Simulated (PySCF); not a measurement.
# The bond of HoH, level by level

An exercise on one series of results from a longer session: the logs are not shown, and one member is left open.

Program: PySCF 2.14.0. Level of theory: Ho x2c-SVPall, H x2c-SVPall, spin-free X2C with a Gaussian nucleus. These are calculated values, not measurements.

Set-up of the first run:

Settings of the job:

* atoms: Ho, H
* charge: 0
* basis: Ho x2c-SVPall, H x2c-SVPall
* Hamiltonian: spin-free X2C with a Gaussian nucleus
* basis functions: 90
* electrons treated: 68
* masses in u: 164.9303, 1.0078
* levels: PBE0, PBE, r²SCAN, M06-2X, r²SCAN0, ωB97X, HF, MP2, SCS-MP2
* grid: 80 radial by 434 angular points
* occupations: held fixed by the projection of orbital angular momentum
* dissociation limit: Ho + H, each in its ground configuration
* starting distance in angstrom: 1.815
* values of 2S to try: 2, 4, 6

Started as:

```bash
OMP_NUM_THREADS=2 python dia.py task.json out
```

Among the steps run: Input; PBE0 along the bond; Higher solutions at PBE0; PBE; r²SCAN (meta-GGA); M06-2X (hybrid meta-GGA); r²SCAN0 (hybrid meta-GGA); ωB97X (range-separated hybrid); UHF (mean field).

One table of the session follows, with a row left open; its other results are not shown here.

| level | Re (Å) | ωe (cm⁻¹) | De (eV) |
| --- | --- | --- | --- |
| UHF | 2.149 | 1238 | 1.16 |
| UHF-MP2 | 2.041 | 1336 | 1.22 |
| UHF-SCS-MP2 | 2.059 | 1321 | 1.25 |
| r²SCAN | 2.036 | 1271 | 1.92 |
| PBE0 | 2.053 | 1209 | 1.62 |
| r²SCAN0 | ? | ? | ? |
| M06-2X | 2.101 | 1177 | 1.44 |
| ωB97X | 2.039 | 1309 | 1.57 |

Estimate the missing values for r²SCAN0.

As computed: Re (Å): 2.067; ωe (cm⁻¹): 1257; De (eV): 1.78. In the column «Re (Å)» it lies between UHF-SCS-MP2 (2.059) and M06-2X (2.101).

De is counted to Ho + H in their ground configurations.

Caveats from the session: The state is the lowest single determinant that the PBE0 search found; with open d or f shells the true ground state can be another one. At some levels the lowest empty orbital lies below the highest filled one (the two can be of opposite spin).
